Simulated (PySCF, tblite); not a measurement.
# C₆H₇NO+ (doublet): geometry, infrared bands and EPR parameters

Aim: predict the infrared bands and EPR parameters of C₆H₇NO+ (doublet) (`[CH2+][C](C#N)/C=C\CO`).

Computed with tblite 0.8.0 and PySCF 2.14.0, with density-fitted response routines of our own, on a single molecule in the gas phase. Atoms count from 0, in the outputs and in this text.

## 1. The starting structure

15 atoms, charge 1, multiplicity 2; geometry from: force field or distance geometry start.

Bonds of the start (Å): C0–C1 1.43, C1–C2 1.44, C2–N3 1.16, C1–C4 1.46, C4–C5 1.35, C5–C6 1.50, C6–O7 1.42, C0–H8 1.09, C0–H9 1.08, C4–H10 1.08, C5–H11 1.09, C6–H12 1.09, C6–H13 1.10, O7–H14 0.97.

## 2. Optimising the geometry with GFN2-xTB

What the job is given:

```
{"job": {"kind": "relax", "xc": "GFN2-xTB", "basis": "xTB"}, "charge": 1, "multiplicity": 2}
C     -2.023300     0.177900    -0.113000
C     -1.002200     0.258100     0.886100
C     -1.224700     1.092500     2.033600
N     -1.428500     1.784600     2.941200
C      0.173300    -0.605900     0.949500
C      1.043000    -0.839700    -0.053700
C      1.069100    -0.252900    -1.429300
O      2.364700     0.296400    -1.644700
H     -2.925400     0.778400    -0.018700
H     -1.972900    -0.555800    -0.900600
H      0.348100    -1.094100     1.900200
H      1.863800    -1.531000     0.156000
H      0.327500     0.537500    -1.570700
H      0.901200    -1.041500    -2.170700
H      2.481800     1.003700    -0.987100
```

Command:

```bash
> OMP_NUM_THREADS=1 python probes_run.py task.json out
```

One launch serves the whole session: the jobs run in the order shown.

**Question.** This job is followed by: GFN2-xTB harmonic vibrations, gas phase; UKS B3LYP, pcH-1 on C H N O, non-relativistic, mean-field spin-orbit, GIAO. What will the session give for the following? strongest single infrared mode (GFN2-xTB); zero-point energy (GFN2-xTB); g(iso) (B3LYP); ⟨S²⟩; largest a(iso) (averaged by class).

**Answer**, as computed:

| quantity | value |
| --- | --- |
| strongest single infrared mode (GFN2-xTB) | 1019 cm⁻¹, 191 km/mol |
| zero-point energy (GFN2-xTB) | 68.7 kcal/mol |
| g(iso) (B3LYP) | 2.00372 |
| ⟨S²⟩ | 0.761 (exact 0.75) |
| largest a(iso) (averaged by class) | 1H on H12, H13, 192.0 MHz |

What this shows: The optimisation took 109 steps and gained 0.630 eV; among the close pairs (by a distance rule), C0–C1 changed most, from 1.431 to 1.349 Å. All 39 modes are real, so the xTB geometry is a minimum. The strongest single mode, at 1019 cm⁻¹, is spread over many atoms; the largest shares are those of C5, C6. Unscaled tight-binding wavenumbers are off by several per cent, some by more. Its intensities can rank the bands wrongly. The largest share of the spin, 0.35 e, sits on C0. The isotropic g lies 1.4 ppt above the free-electron value. The conformer search (at its own cheap level) found a structure 18.7 kcal/mol lower, too far down for a turn about a bond: it may have other bonds, so these spectra needn't be the molecule's.
